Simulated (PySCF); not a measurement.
**CH3F3Si (SMILES F[SiH2]C(F)F): levels of theory compared**

Aim: a comparison of 5 runs (HF/STO-3G, HF/def2-SVP, PBE0/6-31G, B2PLYP/cc-pVDZ, TPSSh/6-311+G**) of CH3F3Si. The job is set up through a Python script.

The calculation is run with PySCF 2.14.0.

**1. The molecule**

CH3F3Si has 8 atoms, charge 0, and is taken as a singlet. As SMILES, `F[SiH2]C(F)F`. Geometry: relaxed at GFN2-xTB. This is one conformer, not always the lowest.

Bond lengths: F1–Si2 1.607 Å, Si2–C3 1.937 Å, C3–F4 1.363 Å, C3–F5 1.363 Å, Si2–H6 1.450 Å, Si2–H7 1.449 Å, C3–H8 1.101 Å. Some angles: F1–Si2–C3 103.5°, Si2–C3–F4 111.3°, Si2–C3–F5 111.0°, F4–C3–F5 105.8°, F1–Si2–H6 106.7°, F1–Si2–H7 107.2°, C3–Si2–H6 108.9°, C3–Si2–H7 109.8°, Si2–C3–H8 114.8°, F4–C3–H8 106.7°.

**2. Energy and forces at HF/STO-3G (run 1)**

File run.py:

```python
import pyscf.grad
from pyscf import gto

molecule = gto.M(
    atom='''
F     -1.462770     0.847720     1.164450
Si    -0.037300     0.131090     0.973010
C      0.062000    -0.173540    -0.937110
F      0.745100    -1.318570    -1.219960
F      0.745820     0.829330    -1.556980
H     -0.119250    -1.148950     1.648850
H      0.978190     1.084710     1.371880
H     -0.911790    -0.251790    -1.444130
''',
    basis='sto-3g',
    verbose=3,
    charge=0,
    max_memory=1860,
    spin=0,
)

mf = molecule.RHF()
mf.conv_tol = 1e-10
mf.kernel()
if not mf.converged:
    mf = mf.newton().run(mf.mo_coeff, mf.mo_occ)

energy = mf.e_tot
print('E = %.10f Eh' % energy)
grad = mf.Gradients().kernel()
mf.analyze()
```

On the command line:

```
$ OMP_NUM_THREADS=1 python run.py
```

Standard output:

```text
converged SCF energy = -618.876710254918
E = -618.8767102549 Eh
--------------- RHF gradients ---------------
         x                y                z
0 F     0.0125928518    -0.0073696819    -0.0062124731
1 Si     0.0066813444     0.0025037821     0.0087630067
2 C     0.0028891529    -0.0005368244    -0.0171955625
3 F    -0.0148099603     0.0294268702     0.0044557642
4 F    -0.0144482244    -0.0263834289     0.0128376428
5 H    -0.0109458138    -0.0137248310     0.0034605730
6 H     0.0040963272     0.0170532422     0.0003747777
7 H     0.0139443221    -0.0009691282    -0.0064837287
----------------------------------------------
**** MO energy ****
MO #1   energy= -68.0478315271074  occ= 2
MO #2   energy= -25.9245361373731  occ= 2
MO #3   energy= -25.9243613310162  occ= 2
MO #4   energy= -25.8336894136706  occ= 2
MO #5   energy= -11.137347544807   occ= 2
MO #6   energy= -6.02793958624826  occ= 2
MO #7   energy= -4.05398613970311  occ= 2
MO #8   energy= -4.05291975263561  occ= 2
MO #9   energy= -4.05284105913797  occ= 2
MO #10  energy= -1.53298056250036  occ= 2
MO #11  energy= -1.46465652454307  occ= 2
MO #12  energy= -1.44297712269645  occ= 2
MO #13  energy= -0.851389994393763 occ= 2
MO #14  energy= -0.704454479151489 occ= 2
MO #15  energy= -0.630606514259036 occ= 2
MO #16  energy= -0.580665270003814 occ= 2
MO #17  energy= -0.578123705994908 occ= 2
MO #18  energy= -0.5195856727002   occ= 2
MO #19  energy= -0.480182422282505 occ= 2
MO #20  energy= -0.475456965077266 occ= 2
MO #21  energy= -0.447323427165603 occ= 2
MO #22  energy= -0.437584317444777 occ= 2
MO #23  energy= -0.421122084717193 occ= 2
MO #24  energy= -0.405043907215791 occ= 2
MO #25  energy= -0.329124082632004 occ= 2
MO #26  energy= 0.426585453081568  occ= 0
MO #27  energy= 0.490254044917407  occ= 0
MO #28  energy= 0.494805438122817  occ= 0
MO #29  energy= 0.527508632649896  occ= 0
MO #30  energy= 0.660113785539025  occ= 0
MO #31  energy= 0.688603492981289  occ= 0
MO #32  energy= 0.715214542952707  occ= 0
 ** Mulliken atomic charges  **
charge of    0F =     -0.27233
charge of    1Si =      0.74397
charge of    2C =      0.03721
charge of    3F =     -0.13388
charge of    4F =     -0.13238
charge of    5H =     -0.13115
charge of    6H =     -0.12783
charge of    7H =      0.01639
Dipole moment(X, Y, Z, Debye):  0.11135, -0.34947,  1.34771
```

It took 4.5 s on 1 thread of Intel Xeon at 2.50GHz (Skylake/Cascade Lake), shared host; peak memory 0.12 GiB.

**3. Energy and forces at HF/def2-SVP (run 2)**

File job.py:

```python
# F[SiH2]C(F)F
from pyscf import gto, scf

molecule = gto.Mole()
molecule.atom = [
    ('F', (-1.462770, 0.847720, 1.164450)),
    ('Si', (-0.037300, 0.131090, 0.973010)),
    ('C', (0.062000, -0.173540, -0.937110)),
    ('F', (0.745100, -1.318570, -1.219960)),
    ('F', (0.745820, 0.829330, -1.556980)),
    ('H', (-0.119250, -1.148950, 1.648850)),
    ('H', (0.978190, 1.084710, 1.371880)),
    ('H', (-0.911790, -0.251790, -1.444130)),
]
molecule.verbose = 4
molecule.max_memory = 1860
molecule.basis = 'def2-svp'
molecule.build()

mf = scf.RHF(molecule)
mf.conv_tol = 1e-10
mf.kernel()
if not mf.converged:
    mf = mf.newton().run(mf.mo_coeff, mf.mo_occ)

e_final = mf.e_tot
print('E(%s) = %.9f' % ('HF', e_final))
grad = mf.nuc_grad_method().kernel()
mf.analyze()
```

On the command line:

```
$ OMP_NUM_THREADS=1 python job.py
```

Standard output:

```text
PySCF version 2.14.0

[... 82 lines left out ...]
Two-electron Coulomb Energy =          542.795771633173558
[... 10 lines left out ...]
MO #8   energy= -4.30132205477546  occ= 2
[... 8 lines left out ...]
MO #17  energy= -0.737367078925257 occ= 2
[... 8 lines left out ...]
MO #26  energy= 0.122787224887834  occ= 0
[... 8 lines left out ...]
MO #35  energy= 0.565470668783065  occ= 0
[... 8 lines left out ...]
MO #44  energy= 0.887850845395093  occ= 0
[... 8 lines left out ...]
MO #53  energy= 1.54899452820526   occ= 0
[... 8 lines left out ...]
MO #62  energy= 1.89104861415946   occ= 0
[... 8 lines left out ...]
MO #71  energy= 2.39424021078142   occ= 0
[... 8 lines left out ...]
MO #80  energy= 3.4703631550751    occ= 0
[... 8 lines left out ...]
MO #89  energy= 4.25731178966314   occ= 0
[... 61 lines left out ...]
pop of  3 F 3dx2-y2       0.00111
pop of  4 F 1s            1.99998
pop of  4 F 2s            1.83024
pop of  4 F 3s            0.00327
pop of  4 F 2px           1.86040
pop of  4 F 2py           1.75237
pop of  4 F 2pz           1.88664
pop of  4 F 3px           0.00165
pop of  4 F 3py           0.00101
pop of  4 F 3pz           0.00257
pop of  4 F 3dxy          0.00143
pop of  4 F 3dyz          0.00128
pop of  4 F 3dz^2         0.00051
pop of  4 F 3dxz          0.00072
pop of  4 F 3dx2-y2       0.00077
pop of  5 H 1s            1.12983
pop of  5 H 2s            0.00435
pop of  5 H 2px           0.00022
pop of  5 H 2py           0.00487
pop of  5 H 2pz           0.00144
pop of  6 H 1s            1.12286
pop of  6 H 2s            0.00445
pop of  6 H 2px           0.00277
pop of  6 H 2py           0.00323
pop of  6 H 2pz           0.00054
pop of  7 H 1s            0.88622
pop of  7 H 2s            0.01261
pop of  7 H 2px           0.00184
pop of  7 H 2py           0.00036
pop of  7 H 2pz           0.00087
 ** Mulliken atomic charges  **
charge of    0F =     -0.54229
charge of    1Si =      1.09730
charge of    2C =      0.30944
charge of    3F =     -0.34517
charge of    4F =     -0.34282
charge of    5H =     -0.14072
charge of    6H =     -0.13385
charge of    7H =      0.09811
Dipole moment(X, Y, Z, Debye): -0.21006, -0.52214,  1.52468
```

It took 17 s on 1 thread of Intel Xeon at 2.50GHz (Skylake/Cascade Lake), shared host; peak memory 0.18 GiB.

Runs 3 to 4 aren't shown in full; the table further down has their settings and results.

**4. Energy and forces at TPSSh/6-311+G(d,p) (run 5)**

File calc.py:

```python
from pyscf import gto, dft

mol = gto.Mole()
mol.atom = '''
F       -1.462770       0.847720       1.164450
Si      -0.037300       0.131090       0.973010
C        0.062000      -0.173540      -0.937110
F        0.745100      -1.318570      -1.219960
F        0.745820       0.829330      -1.556980
H       -0.119250      -1.148950       1.648850
H        0.978190       1.084710       1.371880
H       -0.911790      -0.251790      -1.444130
'''
mol.max_memory = 1860
mol.basis = '6-311+g**'
mol.charge = 0
mol.verbose = 3
mol.build()

mf = dft.RKS(mol, xc='tpssh')
mf.conv_tol = 1e-10
mf.grids.level = 5
mf.kernel()
if not mf.converged:
    mf = mf.newton().run(mf.mo_coeff, mf.mo_occ)

e_final = mf.e_tot
print('Final energy', e_final)
grad = mf.nuc_grad_method().kernel()
mf.analyze()
```

On the command line:

```
$ OMP_NUM_THREADS=1 python calc.py
```

Standard output:

```text
converged SCF energy = -629.092762200917
[... 13 lines left out ...]
MO #4   energy= -24.6032083175111  occ= 2
[... 11 lines left out ...]
MO #16  energy= -0.529991402203717 occ= 2
[... 11 lines left out ...]
MO #28  energy= 0.0104037601475025 occ= 0
[... 11 lines left out ...]
MO #40  energy= 0.185855270900222  occ= 0
[... 11 lines left out ...]
MO #52  energy= 0.356614962063663  occ= 0
[... 11 lines left out ...]
MO #64  energy= 0.777366056444076  occ= 0
[... 11 lines left out ...]
MO #76  energy= 1.34161663381968   occ= 0
[... 11 lines left out ...]
MO #88  energy= 1.72210594105464   occ= 0
[... 11 lines left out ...]
MO #100 energy= 2.76534538700649   occ= 0
[... 11 lines left out ...]
MO #112 energy= 3.83525753178229   occ= 0
[... 11 lines left out ...]
MO #124 energy= 6.35323874850902   occ= 0
[... 11 lines left out ...]
MO #136 energy= 141.364732978931   occ= 0
[... 9 lines left out ...]
Dipole moment(X, Y, Z, Debye): -0.12769, -0.50836,  1.31484
```

It took 2.8 min on 1 thread of Intel Xeon at 2.50GHz (Skylake/Cascade Lake), shared host; peak memory 1.5 GiB.

**5. Overview of the runs**

```csv
run,level,integration grid,task,energy (Eh),dipole moment (D),HOMO energy (eV),LUMO energy (eV),wall time
1,HF/STO-3G,–,gradient,-618.876710,1.40,-8.96,11.61,4.5 s
2,HF/def2-SVP,–,gradient,-626.537756,1.63,-12.78,3.34,17 s
3,PBE0/6-31G,5,gradient,-628.356061,1.48,-8.82,-0.26,38 s
4,B2PLYP/cc-pVDZ,5,energy,-628.581579,1.36,-10.09,1.13,40 s
5,TPSSh/6-311+G**,5,gradient,-629.092762,1.42,-8.16,-1.08,2.8 min
```

**6. Summary of results**

```
                       quantity          value
            run 5: total energy  -629.09276 Eh
           run 5: dipole moment         1.42 D
             run 5: HOMO energy       -8.16 eV
             run 5: LUMO energy       -1.08 eV
           run 5: HOMO–LUMO gap        7.08 eV
run 5: largest force on an atom     0.971 eV/Å
```

In words: The dipole moment (its size) runs from 1.36 D (B2PLYP/cc-pVDZ) to 1.63 D (HF/def2-SVP). The two ends differ in method and basis. A double hybrid's value is that of its SCF part. The HOMO–LUMO gap runs from 7.08 eV (TPSSh/6-311+G**) to 20.56 eV (HF/STO-3G). Totals of different functionals can't be ranked against each other. In run 1 the basis is minimal, so the values are rough. All runs together took 4.4 min, the longest 2.8 min.
